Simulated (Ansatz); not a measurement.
# CH₃BrCd: a ladder of functionals and wavefunction methods

An exercise on one series of results from a longer session: the logs are not shown, and one member is left open.

The runs use Ansatz 0.2.0, Gaussian basis; functionals in def2-TZVPP, the program's frozen cores in correlated methods.

Plan: LDA (SPW92), PBE-D4, revPBE-D4, BLYP-D4, r2SCAN-D4, B97M-V, PBE0-D4, B3LYP-D4, r2SCANh-D4, r2SCAN0-D4, HSE06-D4, BHLYP-D4, CAM-B3LYP-D4, LC-ωPBE, ωB97X-V, ωB97M-V, B2PLYP, PBE-QIDH; CCSD(T)/def2-SVP; CCSD(T)/def2-TZVPP; MP2/def2-QZVPP; extrapolation to the limit; RPA on PBE.

## Structure used throughout

An earlier PBE0-D4 in a triple-zeta def2 set relaxation fixed the geometry. Cd takes the def2 core potential; no spin-orbit term is included.

SMILES `[CH3][Cd][Br]`, 6 atoms, charge 0, spin multiplicity 1.

Atoms are counted from 1 here; the program's logs count them from 0.

Bond lengths: C1–Cd2 2.100 Å, C1–H4 1.090 Å, C1–H5 1.090 Å, C1–H6 1.090 Å, Cd2–Br3 2.427 Å. Angles: Cd2–C1–H4 109.6°, Cd2–C1–H5 109.5°, Cd2–C1–H6 109.6°, H4–C1–H5 109.4°, H4–C1–H6 109.4°, H5–C1–H6 109.4°, C1–Cd2–Br3 180.0°.

The first run:

File in.yaml:

```yaml
crystal:
  periodic: [false, false, false]
  atoms:
    - {symbol: C, position_ang: [-0.441332, 0.740663, -0.298861]}
    - {symbol: Cd, position_ang: [0.579575, -0.970247, 0.364171]}
    - {symbol: Br, position_ang: [1.759715, -2.948258, 1.130527]}
    - {symbol: H, position_ang: [-1.338654, 0.443058, -0.840986]}
    - {symbol: H, position_ang: [-0.722584, 1.352353, 0.558092]}
    - {symbol: H, position_ang: [0.205279, 1.318331, -0.959043]}
basis:
  gaussian: {orbitals: def2-TZVPP}
hamiltonian: {xc: lda}
output: {orbitals: {seedname: orbitals}}
```

Steps of the session up to this table: LDA; PBE-D4 (GGA); revPBE-D4 (GGA); BLYP-D4 (GGA); r2SCAN-D4 (meta-GGA); B97M-V (meta-GGA); PBE0-D4 (hybrid); B3LYP-D4 (hybrid); r2SCANh-D4 (hybrid); r2SCAN0-D4 (hybrid); HSE06-D4 (hybrid); BHLYP-D4 (hybrid); CAM-B3LYP-D4 (range-separated); LC-ωPBE-D4 (range-separated; the results give it without D4); ωB97X-V (range-separated); ωB97M-V (range-separated); B2PLYP (double hybrid); PBE-QIDH (double hybrid).

One of the session's tables, all rows but one given; the rest of the session is left out.

It belongs to the step «Orbital energies across the functionals». 

| functional | HOMO (eV) | gap (eV) |
| --- | --- | --- |
| LDA (SPW92) | -6.83 | 4.84 |
| PBE-D4 | -6.64 | 4.90 |
| revPBE-D4 | -6.57 | 4.93 |
| BLYP-D4 | -6.46 | 4.75 |
| r2SCAN-D4 | ? | ? |
| B97M-V | -6.98 | 5.34 |
| PBE0-D4 | -7.88 | 6.96 |
| B3LYP-D4 | -7.61 | 6.38 |
| r2SCANh-D4 | -7.40 | 6.23 |
| r2SCAN0-D4 | -8.09 | 7.33 |
| HSE06-D4 | -7.48 | 6.20 |
| BHLYP-D4 | -8.96 | 8.74 |
| CAM-B3LYP-D4 | -9.20 | 9.12 |
| LC-ωPBE | -10.62 | 11.75 |
| ωB97X-V | -10.24 | 11.19 |
| ωB97M-V | -10.11 | 10.78 |

Estimate the missing values for r2SCAN-D4.

Worked estimate for «HOMO (eV)». Against the share of exact exchange, r2SCANh-D4 (0.1, -7.40), r2SCAN0-D4 (0.25, -8.09) give a slope of -4.60 per unit share; at 0 the line stands at -6.94.

As computed: HOMO (eV): -6.94; gap (eV): 5.48. In «HOMO (eV)» the line misses by 0.00.
